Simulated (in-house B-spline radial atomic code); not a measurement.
# Pb²⁹⁺: ionisation energy by several methods

How far do functionals differ on the ionisation energy of Pb²⁹⁺? Each run solves Pb²⁹⁺ and then the next ion ([Kr] 4d10 4f6).

The numbers are computed with in-house B-spline radial atomic code version 1 (Dirac-Coulomb, several functionals; spherical all-electron atom at the radial basis limit), except any that are marked as measured or tabulated.

**1. The atom as given**

* element: lead (Z = 82)
* charge: +29
* electrons: 53
* configuration: [Kr] 4d10 4f7
* nucleus: Fermi, rms radius 5.501 fm

Outer shells as boxes (Hund's rule):

[Kr] 4d10 4f7
```
[Kr] core
4d [↑↓][↑↓][↑↓][↑↓][↑↓]
4f [↑ ][↑ ][↑ ][↑ ][↑ ][↑ ][↑ ]
```

The boxes only draw the filling; these runs are spin-restricted and spherical.

**2. LDA (PW92)**

Input settings:

```ini
Z = 82
electrons = 53.0
configuration = [Kr] 4d10 4f7
hamiltonian = dirac
method = lda,pw
spin_polarised = False
nucleus = fermi
rms_radius = 5.5012
mass_number = 208
atomic_mass = 207.976652005
speed_of_light = 137.035999084
```

**3. exchange-only LDA**

The settings differ from step 2 so:

```diff
@@ -4,3 +4,3 @@
 hamiltonian = dirac
-method = lda,pw
+method = lda,
 spin_polarised = False
```

**4. relativistic LDA**

The settings differ from step 3 so:

```diff
@@ -4,3 +4,3 @@
 hamiltonian = dirac
-method = lda,
+method = lda_x_rel,vwn
 spin_polarised = False
```

Q: The tabulated ionisation energy is 1050 ± 50 eV (tabulated theoretical; NIST Atomic Spectra Database). What does each method give, and which comes nearest?

The runs gave:

| method | rung | total energy (hartree) | ΔSCF (eV) | −ε highest (eV) | ΔSCF less tabulated (eV) |
| --- | --- | --- | --- | --- | --- |
| LDA (PW92) | LDA | -20503.8263 | 1043.78 | 1012.72 (4f7/2) | -6.22 |
| exchange-only LDA | LDA | -20497.4455 | 1040.93 | 1009.89 (4f7/2) | -9.07 |
| relativistic LDA | LDA | -20459.7103 | 1043.82 | 1012.77 (4f7/2) | -6.18 |

Tables give 1050 ± 50 eV (tabulated theoretical; NIST Atomic Spectra Database) for the ionisation energy. relativistic LDA misses by -6.18 eV, the least, and exchange-only LDA by -9.07 eV (0.86 %), the most. The table's own uncertainty is as large as these misses, so the order means little. All methods miss on the same side by much the same amount, which points to something that they share. Open shells are averaged (over orientations, and over spins where the run is restricted), while tables refer to the lowest levels.

Members of this set that are not shown: 1 used exact exchange with fractional occupations of an open shell, which is unsound here.
